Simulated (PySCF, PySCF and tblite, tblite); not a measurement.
**C₂H₈B₂FP: a path driven as pyramidal inversion, and NMR exchange**

How fast is pyramidal inversion in C₂H₈B₂FP (`CB(C)PBF`), and when do the exchanging lines merge?

Programs: PySCF 2.14.0 with density-fitted response routines of our own, and tblite 0.8.0. All values are computed, except where a source is named. Atoms count from 0 throughout.

### Step 1. The starting structure

14 atoms, charge 0, multiplicity 1; geometry from: force field or distance geometry start.

Bonds of the start (Å): B1–C2 1.60, B1–P3 1.94, B4–F5 1.44, B4–H13 1.18, C0–B1 1.58, C0–H6 1.11, C0–H7 1.12, C0–H8 1.11, C2–H10 1.11, C2–H11 1.10, C2–H9 1.12, P3–B4 1.94, P3–H12 1.46.

### Step 2. GFN2-xTB relaxation, start minimum

What the job is given:

```
{"job": {"xc": "GFN2-xTB", "basis": "xTB", "kind": "relax"}, "charge": 0, "multiplicity": 1}
C     -1.286800     1.190300    -0.393000
B     -0.399200    -0.112200    -0.395400
C     -0.866800    -1.416000     0.403700
P      1.331800    -0.094200    -1.265000
B      2.247100     0.624800     0.285400
F      2.168700     2.042600     0.546000
H     -0.791700     2.002400    -0.968900
H     -1.451900     1.539600     0.655100
H     -2.269100     0.963500    -0.861900
H     -1.876500    -1.237900     0.861100
H     -0.945900    -2.268900    -0.305400
H     -0.149300    -1.654300     1.202300
H      1.645300    -1.476100    -0.903900
H      2.643400    -0.104100     1.117700
```

On the command line:

```console
$ OMP_NUM_THREADS=1 python ens_run.py task.json out
```

This one command runs the whole study; its stages follow in the order run.

Log:

```text
step      E/eV     max force
  0    -492.07352    3.192
  1    -492.36535    1.786
  2    -492.47057    2.493
  3    -492.52586    0.730
  4    -492.54850    0.325
  5    -492.55858    0.312
  6    -492.56449    0.274
  7    -492.57153    0.199
  8    -492.57540    0.189
  9    -492.57863    0.183
 10    -492.58183    0.199
 11    -492.58667    0.232
 12    -492.59301    0.231
 13    -492.59971    0.222
 14    -492.60522    0.184
 15    -492.60963    0.187
 16    -492.61483    0.217
 17    -492.62110    0.198
 18    -492.62640    0.240
 19    -492.63138    0.261
 20    -492.63693    0.249
 21    -492.64345    0.301
 22    -492.65077    0.254
 23    -492.65708    0.186
 24    -492.66059    0.167
 25    -492.66251    0.248
 26    -492.66600    0.153
 27    -492.67048    0.137
 28    -492.67445    0.132
 29    -492.67817    0.148
 30    -492.68142    0.150
 31    -492.68490    0.151
 32    -492.68883    0.138
 33    -492.69246    0.120
 34    -492.69490    0.097
 35    -492.69644    0.096
 36    -492.69784    0.090
 37    -492.69962    0.119
 38    -492.70187    0.116
 39    -492.70373    0.081
 40    -492.70462    0.082
 41    -492.70530    0.071
 42    -492.70658    0.070
 43    -492.70812    0.108
 44    -492.71017    0.118
 45    -492.71192    0.134
 46    -492.71317    0.094
 47    -492.71407    0.082
 48    -492.71484    0.081
 49    -492.71568    0.084
 50    -492.71663    0.099
 51    -492.71758    0.073
 52    -492.71850    0.091
 53    -492.71964    0.121
 54    -492.72125    0.132
 55    -492.72322    0.128
 56    -492.72498    0.104
 57    -492.72618    0.089
 58    -492.72726    0.096
 59    -492.72871    0.102
 60    -492.73045    0.091
 61    -492.73195    0.082
 62    -492.73297    0.084
 63    -492.73380    0.107
 64    -492.73457    0.084
 65    -492.73535    0.065
 66    -492.73605    0.055
 67    -492.73646    0.084
 68    -492.73698    0.066
 69    -492.73745    0.055
 70    -492.73800    0.072
 71    -492.73859    0.088
 72    -492.73920    0.074
 73    -492.73963    0.053
 74    -492.73988    0.020
 75    -492.73999    0.015
 76    -492.74003    0.016
 77    -492.74008    0.014
 78    -492.74011    0.010
 79    -492.74013    0.007
 80    -492.74014    0.007
 81    -492.74015    0.008
 82    -492.74016    0.009
 83    -492.74017    0.009
 84    -492.74018    0.009
 85    -492.74019    0.008
 86    -492.74020    0.008
 87    -492.74022    0.008
 88    -492.74023    0.009
 89    -492.74024    0.009
 90    -492.74025    0.009
 91    -492.74028    0.010
 92    -492.74030    0.012
 93    -492.74033    0.012
 94    -492.74034    0.013
 95    -492.74036    0.010
 96    -492.74037    0.009
 97    -492.74039    0.009
 98    -492.74040    0.009
 99    -492.74041    0.010
100    -492.74043    0.011
101    -492.74045    0.014
102    -492.74047    0.011
103    -492.74049    0.011
104    -492.74051    0.012
105    -492.74053    0.015
106    -492.74057    0.020
107    -492.74063    0.023
108    -492.74068    0.018
109    -492.74071    0.015
110    -492.74073    0.013
111    -492.74075    0.012
112    -492.74077    0.012
113    -492.74078    0.010
114    -492.74080    0.012
115    -492.74081    0.013
116    -492.74084    0.016
117    -492.74088    0.017
118    -492.74093    0.018
119    -492.74097    0.018
120    -492.74103    0.025
121    -492.74114    0.033
122    -492.74128    0.045
123    -492.74146    0.039
124    -492.74161    0.047
125    -492.74175    0.037
126    -492.74185    0.033
127    -492.74210    0.046
128    -492.74222    0.031
129    -492.74230    0.025
130    -492.74237    0.022
131    -492.74243    0.020
132    -492.74248    0.024
133    -492.74252    0.015
134    -492.74255    0.020
135    -492.74256    0.015
136    -492.74258    0.021
137    -492.74262    0.023
138    -492.74266    0.021
139    -492.74270    0.024
140    -492.74275    0.020
141    -492.74279    0.014
142    -492.74283    0.017
143    -492.74283    0.039
144    -492.74290    0.025
145    -492.74293    0.012
146    -492.74296    0.007
147    -492.74299    0.008
148    -492.74301    0.009
149    -492.74302    0.007
150    -492.74304    0.007
151    -492.74305    0.011
152    -492.74306    0.016
153    -492.74307    0.007
154    -492.74308    0.006
155    -492.74309    0.006
156    -492.74310    0.010
157    -492.74313    0.014
158    -492.74316    0.014
159    -492.74318    0.012
160    -492.74320    0.008
161    -492.74321    0.017
162    -492.74323    0.008
163    -492.74325    0.008
164    -492.74328    0.009
165    -492.74329    0.010
166    -492.74332    0.012
167    -492.74335    0.013
168    -492.74340    0.014
169    -492.74346    0.021
170    -492.74354    0.027
171    -492.74367    0.032
172    -492.74389    0.035
173    -492.74417    0.038
174    -492.74443    0.071
175    -492.74390    0.087
176    -492.74488    0.043
177    -492.74504    0.039
178    -492.74549    0.062
179    -492.74559    0.034
180    -492.74585    0.038
181    -492.74602    0.057
182    -492.74617    0.031
183    -492.74636    0.028
184    -492.74654    0.027
185    -492.74662    0.024
186    -492.74670    0.022
187    -492.74679    0.026
188    -492.74685    0.030
189    -492.74691    0.037
190    -492.74699    0.023
191    -492.74708    0.014
192    -492.74714    0.017
193    -492.74719    0.019
194    -492.74723    0.019
195    -492.74728    0.018
196    -492.74733    0.020
197    -492.74738    0.019
198    -492.74743    0.016
199    -492.74746    0.017
200    -492.74748    0.011
201    -492.74750    0.011
202    -492.74754    0.013
203    -492.74755    0.011
204    -492.74758    0.009
205    -492.74761    0.009
206    -492.74763    0.010
207    -492.74764    0.008
208    -492.74765    0.010
209    -492.74765    0.011
210    -492.74766    0.007
211    -492.74767    0.004
212    -492.74767    0.003
213    -492.74767    0.005
214    -492.74767    0.003
215    -492.74768    0.002
```

It took 0.76 s on 1 thread of Intel Xeon 6975P-C, shared host.

Gain 0.674 eV; displacement 0.69 Å root mean square.

### Step 3. Relaxed scan, inversion

What the job is given:

```
{"job": {"xc": "GFN2-xTB", "basis": "xTB", "coordinate": [["t", [12, 1, 4, 3], 0.3333333333333333], ["t", [1, 4, 12, 3], 0.3333333333333333], ["t", [4, 12, 1, 3], 0.3333333333333333]], "kind": "drive"}, "charge": 0, "multiplicity": 1}
C     -1.174384     1.171133    -0.115213
B     -0.439053    -0.222875    -0.164737
C     -1.175284    -1.541590     0.295835
P      1.277061    -0.326691    -0.871674
B      2.413912     0.846474    -0.023341
F      2.046222     2.110406     0.138412
H     -0.499644     2.016660     0.004117
H     -1.929344     1.228022     0.666651
H     -1.697512     1.329654    -1.060043
H     -2.238811    -1.527806     0.064561
H     -0.748819    -2.449935    -0.125955
H     -1.103827    -1.636000     1.380539
H      1.765486    -1.568243    -0.527242
H      3.503318     0.570316     0.315923
```

Log:

```text
point  coordinate     E/eV
  0     29.500     -492.72845
  1     19.700     -492.70293
  2      9.900     -492.68119
  3      0.000     -492.67286
  4     -9.900     -492.67951
  5    -19.700     -492.69833
  6    -29.400     -492.72259
  7    -38.800     -492.74073
```

It took 1.1 s on 1 thread of Intel Xeon 6975P-C, shared host.

The highest point is number 3, 1.3 kcal/mol above the first.

### Step 4. Nudged elastic band, leg 1

Changed since step 3:

```diff
@@ -1,2 +1,2 @@
-{"job": {"xc": "GFN2-xTB", "basis": "xTB", "coordinate": [["t", [12, 1, 4, 3], 0.3333333333333333], ["t", [1, 4, 12, 3], 0.3333333333333333], ["t", [4, 12, 1, 3], 0.3333333333333333]], "kind": "drive"}, "charge": 0, "multiplicity": 1}
+{"job": {"xc": "GFN2-xTB", "basis": "xTB", "kind": "neb"}, "charge": 0, "multiplicity": 1}
 C     -1.174384     1.171133    -0.115213
```

Log:

```text
image   E - E0 / eV
  0       0.0000
  1       0.0333
  2       0.0762
  3       0.0243
  4       0.0070
  5       0.0044
  6       0.0000
```

Run time: 0.7 s. Hardware: 1 thread of Intel Xeon 6975P-C, shared host.

The highest point is number 2, 1.8 kcal/mol above the first.

### Step 5. Saddle search, leg 1

What the job is given:

```
{"job": {"xc": "GFN2-xTB", "basis": "xTB", "kind": "saddle"}, "charge": 0, "multiplicity": 1}
C     -1.172065     1.143893    -0.035341
B     -0.472025    -0.272849     0.015799
C     -1.326762    -1.595346     0.175206
P      1.347655    -0.361575    -0.039052
B      2.570561     0.967611    -0.147363
F      2.161242     2.231880    -0.051541
H     -0.478631     1.978271     0.061838
H     -1.937892     1.254599     0.730391
H     -1.683995     1.268076    -0.990867
H     -2.344927    -1.491285    -0.192625
H     -0.879742    -2.462439    -0.308071
H     -1.401671    -1.841257     1.236231
H      1.895605    -1.606731    -0.188465
H      3.722648     0.787152    -0.266141
```

Log:

```text
step      E/eV     max force
  0    -492.67150   0.0436
  1    -492.67516   0.0922
  2    -492.67369   0.0289
  3    -492.67534   0.0592
  4    -492.67464   0.0171
  5    -492.67541   0.0220
  6    -492.67589   0.0191
  7    -492.67603   0.0314
  8    -492.67607   0.0022
lowest wavenumbers (cm-1): -95.9 55.3 72.1 90.2 97.2 224.1
```

Wall time 1.6 s (1 thread of Intel Xeon 6975P-C, shared host).

Point group C1; 1 imaginary mode, 96i cm⁻¹, carried by P3, B4, H13, C2. Steps downhill from it reached both ends.

### Step 6. DFT refinement, start: B3LYP-D3(BJ)/def2-SVP

What the job is given:

```
{"job": {"xc": "B3LYP", "basis": "def2-SVP", "kind": "refine"}, "charge": 0, "multiplicity": 1}
C     -1.174384     1.171133    -0.115213
B     -0.439053    -0.222875    -0.164737
C     -1.175284    -1.541590     0.295835
P      1.277061    -0.326691    -0.871674
B      2.413912     0.846474    -0.023341
F      2.046222     2.110406     0.138412
H     -0.499644     2.016660     0.004117
H     -1.929344     1.228022     0.666651
H     -1.697512     1.329654    -1.060043
H     -2.238811    -1.527806     0.064561
H     -0.748819    -2.449935    -0.125955
H     -1.103827    -1.636000     1.380539
H      1.765486    -1.568243    -0.527242
H      3.503318     0.570316     0.315923
```

Log:

```text
step      E/eV     max force
  0    -15558.38048   1.0004
  1    -15558.48226   0.2733
  2    -15558.48561   0.3719
  3    -15558.48369   0.2394
  4    -15558.49119   0.1163
  5    -15558.49157   0.0652
  6    -15558.49089   0.1014
  7    -15558.49177   0.0210
  8    -15558.49177   0.0211
  9    -15558.49180   0.0041
```

Wall time 64 s (1 thread of Intel Xeon 6975P-C, shared host); peak memory 0.61 GiB.

Relaxing gained 0.111 eV and moved the atoms by 0.09 Å on average (rms).

**DFT refinement, saddle of leg 1: B3LYP-D3(BJ)/def2-SVP**

What the job is given:

```
{"job": {"xc": "B3LYP", "basis": "def2-SVP", "kind": "refine"}, "charge": 0, "multiplicity": 1}
C     -1.171151     1.145318     0.012233
B     -0.469639    -0.272664     0.027312
C     -1.325479    -1.598272     0.153021
P      1.346296    -0.358095    -0.083015
B      2.574846     0.965790    -0.185487
F      2.156990     2.230936    -0.179260
H     -0.476059     1.975543     0.121946
H     -1.924272     1.236093     0.793772
H     -1.698898     1.295331    -0.930383
H     -2.290595    -1.520772    -0.343288
H     -0.818609    -2.480403    -0.233726
H     -1.539355    -1.798149     1.203709
H      1.904443    -1.607490    -0.100479
H      3.731483     0.786834    -0.256356
```

Log:

```text
step      E/eV     max force
  0    -15558.29360   1.2278
  1    -15558.39995   0.4658
  2    -15558.41432   0.2021
  3    -15558.41735   0.0866
  4    -15558.41729   0.1453
  5    -15558.41722   0.0573
  6    -15558.41763   0.0301
  7    -15558.41668   0.2089
  8    -15558.41808   0.0328
  9    -15558.41840   0.0636
 10    -15558.41832   0.0046
```

Wall time 70 s (1 thread of Intel Xeon 6975P-C, shared host); peak memory 0.61 GiB.

The energy fell by 0.125 eV, and the atoms moved 0.10 Å (root mean square).

[end of part 1 of 2]
